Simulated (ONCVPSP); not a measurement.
# An ONCV potential for Er, from input to tests

Task: generate the file, and judge it by its errors in other configurations, its logarithmic derivatives, its ghosts and its cutoff.

The numbers are computed with ONCVPSP 4.0.1.1 (patched build) (PBE, scalar-relativistic, spin-unpolarised reference atom).

### Step 1. Starting point

Typed settings, in words:

```
element                 : erbium (Er, Z = 68)
type                    : optimised norm-conserving Vanderbilt (ONCV)
frozen core             : [Kr] 4d10
valence charge          : 22
reference configuration : 4f12 5s2 5p6 6s1.5 (charge +0.5)
partial waves           : 5s+6s: rc 1.90 bohr, ncon 4, nbas 7, qcut 8.2 1/bohr, 2 projectors; 5p: rc 1.80 bohr, ncon 3, nbas 7, qcut 8.6 1/bohr, 3 projectors, debl 1.5 Ha; d scattering state at 0.06 Ha: rc 1.80 bohr, ncon 4, nbas 8, qcut 5.3 1/bohr, 1 projector; 4f: rc 0.75 bohr, ncon 3, nbas 7, qcut 27.2 1/bohr, 2 projectors, debl 0.7 Ha
local potential         : polynomial inside 0.70 bohr (lpopt 5, dvloc0 0 Ha)
core correction         : Teter function, fcfact 3.5, rcfact 1.45
```

An earlier all-electron run gives the scale for the radii.

All-electron outer shells of the reference configuration (PBE, scalar-relativistic, ld1.x):

| shell | level (eV) | outermost node (bohr) | outermost maximum (bohr) |
| --- | --- | --- | --- |
| 5s | -55.03 | 0.60 | 1.11 |
| 5p | -29.54 | 0.65 | 1.28 |
| 6s | -6.36 | 1.51 | 3.26 |
| 4f | -6.27 | – | 0.51 |
| 5d | -3.63 | 0.73 | 2.02 |
| 6p | -3.21 | 1.85 | 4.40 |

### Step 2. Generating the potential

The input, Er.dat:

```
# ATOM AND REFERENCE CONFIGURATION
# atsym  z   nc   nv     iexc    psfile
  Er 68.00    9    4        4      upf
#
#   n    l    f
    1    0    2.00
    2    0    2.00
    2    1    6.00
    3    0    2.00
    3    1    6.00
    3    2   10.00
    4    0    2.00
    4    1    6.00
    4    2   10.00
    4    3   12.00
    5    0    2.00
    5    1    6.00
    6    0    1.50
#
# PSEUDOPOTENTIAL AND OPTIMIZATION
# lmax
    3
#
#   l,   rc,      ep,       ncon, nbas, qcut
    0    1.90    0.00    4    7    8.20
    1    1.80    0.00    3    7    8.60
    2    1.80    0.06    4    8    5.30
    3    0.75    0.00    3    7   27.20
#
# LOCAL POTENTIAL
# lloc, lpopt,  rc(5),   dvloc0
    4    5    0.70    0.00
#
# VANDERBILT-KLEINMAN-BYLANDER PROJECTORs
# l, nproj, debl
    0    2    3.50
    1    3    1.50
    2    1    3.00
    3    2    0.70
#
# MODEL CORE CHARGE
# icmod, fcfact, rcfact
    3    3.50    1.45
#
# LOG DERIVATIVE ANALYSIS
# epsh1, epsh2, depsh
   -4.00    5.00    0.02
#
# OUTPUT GRID
# rlmax, drl
    6.00    0.01
#
# TEST CONFIGURATIONS
# ncnf
    4
# nvcnf
#   n    l    f
    4
    4    3   12.00
    5    0    2.00
    5    1    6.00
    6    0    2.00
#
    4
    4    3   12.00
    5    0    2.00
    5    1    6.00
    6    0    1.00
#
    4
    4    3   12.00
    5    0    2.00
    5    1    6.00
    6    0    0.00
#
    5
    4    3   12.00
    5    0    2.00
    5    1    6.00
    6    0    1.00
    5    2    1.00
#
```

Run with:

```console
$ oncvpsp.x < Er.dat > Er.out
```

What does the calculation give? Wanted: cutoffs for 1 and 0.1 mHa per electron, occupied waves; bound ghosts; GHOST(+) flags; largest phase difference near zero energy, channels read; rms error of d²Exc/dn², without and with the model core; projector energies reset by the program.

**Answer**, as computed:

```
                                                quantity                            value
  cutoffs for 1 and 0.1 mHa per electron, occupied waves                256 Ha and 293 Ha
                                            bound ghosts  s at -714.07 eV, p at -68.34 eV
                                          GHOST(+) flags                        d at 3 eV
largest phase difference near zero energy, channels read                        3.133 rad
 rms error of d²Exc/dn², without and with the model core                5.42 and 2.54 mHa
                 projector energies reset by the program                      d: 0.050 Ha
```

A bound ghost (s, p) makes it unfit for use: electrons can fall into a state that the atom doesn't have. It counts as very hard, with 256 Ha needed at the looser tolerance. At the looser tolerance the 4f wave is the slowest; 5p needs 22 Ha. Near zero energy the largest phase difference among the channels read is 3.13 rad, in the d channel. A step near π is an extra or missing state, not a misfit of shape. The pseudo curves have poles with no partner nearby in the atom's: p at -2.50 Ha, d at 0.08 Ha. At positive energy that is a spurious or a displaced resonance. The program also flags highly localised states, GHOST(+) (d). These are tests on the free atom; a crystal test is still owed.
